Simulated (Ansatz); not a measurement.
This script makes a ranking of structure types by relaxed energy of Lu on several prototypes with the Ansatz DFT code, driven from Python.

Script `prototypes_lu.py`:
```python
"""Structural preference of Lu among simple prototypes."""

import csv
import warnings

import ansatz
import numpy as np
import spglib

SETTINGS = {
    "cutoff_ev": 530,
    "kspacing": 0.3,
    "smearing": "cold",
    "width_ev": 0.1,
}


def diamond(first, a):
    return ansatz.Crystal.diamond(first, a=a)


def hcp(A, a):
    return (
        ansatz.Lattice.from_parameters(a, a, 1.633 * a, alpha=90, beta=90, gamma=120)
        .space_group(194)
        .atom(A, (1 / 3, 2 / 3, 0.25))
    )


def fcc(first, a):
    return (
        ansatz.Lattice.fcc(a)
        .space_group(225)
        .atom(first, (0, 0, 0))
        .primitive()
    )


def bcc(A, a):
    return ansatz.Crystal.bcc(A, a=a)


def run_phase(name, crystal, relax=True):
    calc = (
        crystal.calculation()
        .functional(ansatz.Functional.R2SCAN)
        .basis(SETTINGS["cutoff_ev"])
        .kpoints(spacing=SETTINGS["kspacing"])
        .occupations(SETTINGS["smearing"], width=SETTINGS["width_ev"])
        .stress()
        .band_table()
    )
    if relax:
        calc = calc.relax(force_tolerance=0.03, max_steps=60, cell=True)
    return calc.run(threads=1)

def bulk_modulus(name, outcome, step=0.015):
    # B = -V dP/dV from the pressures of two uniformly scaled cells, atoms held at their fractions
    pressure = []
    for factor in (1 - step, 1.0, 1 + step):
        cell = ansatz.Crystal(lattice=ansatz.Lattice.of(outcome.lattice.cell_ang * factor ** (1 / 3)))
        for site in outcome.report["lattice"]["sites"]:
            cell = cell.atom(site["symbol"], site["position_frac"])
        pressure.append(np.trace(run_phase(name, cell, relax=False).report["stress_gpa"]) / 3)
    slope, bend = (pressure[0] - pressure[2]) / (2 * step), abs(pressure[0] + pressure[2] - 2 * pressure[1])
    # a jump of mesh or basis between the cells shows as a kink: no modulus then
    return float(slope) if bend < 12 * step**2 * abs(slope) + 0.15 and abs(pressure[1]) < 1.5 else float("nan")

def relaxed_twice(name, crystal):
    # the second pass draws mesh and plane waves anew for the relaxed cell
    first = run_phase(name, crystal)
    again = ansatz.Crystal(lattice=ansatz.Lattice.of(first.lattice.cell_ang))
    for site in first.report["lattice"]["sites"]:
        again = again.atom(site["symbol"], site["position_frac"])
    return run_phase(name, again)


def pressure_gpa(outcome):
    return float(np.trace(outcome.report["stress_gpa"]) / 3)


def volume_per_atom(outcome):
    return abs(np.linalg.det(outcome.lattice.cell_ang)) / len(outcome.lattice.sites)


def space_group(outcome):
    sites = outcome.report["lattice"]["sites"]
    kinds = sorted({site["symbol"] for site in sites})
    cell = (outcome.lattice.cell_ang, [site["position_frac"] for site in sites], [kinds.index(site["symbol"]) for site in sites])
    return spglib.get_spacegroup(cell, symprec=0.01)


def main() -> None:
    # a is a first guess in angstrom
    warnings.simplefilter("ignore")

    phases = {}
    phases["diamond"] = diamond("Lu", 6.74)
    phases["hcp"] = hcp("Lu", 3.47)
    phases["fcc"] = fcc("Lu", 4.9)
    phases["bcc"] = bcc("Lu", 3.89)

    done = {}
    for name, crystal in phases.items():
        done[name] = relaxed_twice(name, crystal)
        print(f"{name}: {done[name].report['energy_sigma0_ev']:.4f} eV, {len(done[name].lattice.sites)} atoms")

    energy = {name: o.report["energy_sigma0_ev"] / len(o.lattice.sites) for name, o in done.items()}
    lowest = min(energy.values())
    rows = [(name, len(o.lattice.sites), 1000 * (energy[name] - lowest), pressure_gpa(o), volume_per_atom(o), space_group(o), bulk_modulus(name, o)) for name, o in done.items()]
    rows.sort(key=lambda row: row[2])
    with open("prototypes.csv", "w", newline="") as handle:
        writer = csv.writer(handle)
        writer.writerow(["phase", "atoms", "dE (meV/atom)", "P (GPa)", "V (A^3/atom)", "space group", "B (GPa)"])
        writer.writerows([round(v, 4) if isinstance(v, float) else v for v in row] for row in rows)
    print(open("prototypes.csv").read())
    print("lowest in energy:", rows[0][0])


if __name__ == "__main__":
    main()
```

Which of these structures comes out lowest, and how far apart are they?

By space group at the end of each run: P6_3/mmc (+0 meV an atom, 28.8 Å³), Fm-3m (+69 meV an atom, 29.1 Å³), Im-3m (+122 meV an atom, 29.5 Å³) and Fd-3m (+2241 meV an atom, 49.5 Å³).

What the script printed:

```console
$ python prototypes_lu.py
diamond: -29482.9224 eV, 2 atoms
hcp: -29487.4070 eV, 2 atoms
fcc: -14743.6346 eV, 1 atoms
bcc: -14743.5817 eV, 1 atoms
phase,atoms,dE (meV/atom),P (GPa),V (A^3/atom),space group,B (GPa)
hcp,2,0.0,0.0055,28.8185,P6_3/mmc (194),48.8177
fcc,1,68.8706,-0.0035,29.0786,Fm-3m (225),34.0821
bcc,1,121.8433,-0.0001,29.4861,Im-3m (229),44.7997
diamond,2,2242.2925,-0.0001,49.9013,Fd-3m (227),11.0533

lowest in energy: hcp
```

What to keep in mind:
- Absolute energies stand on the zero of these potentials, so only differences at equal settings mean something.
- For the metals among these phases the mesh is modest: differences between phases can be off by up to 40 meV an atom.
- Pressure is positive in compression.
- The cells are built on prototypes, so most aren't the phase found in nature. Rows bear the name of their start, and a relaxation keeps or raises the symmetry. Differences under about 40 meV an atom lie within the error of mesh and functional.
- The whole script took 5 min on 1 thread of Intel(R) Xeon(R) Platinum 8259CL CPU @ 2.50GHz (Skylake/Cascade Lake), on a shared host, peak memory 0.78 GiB.
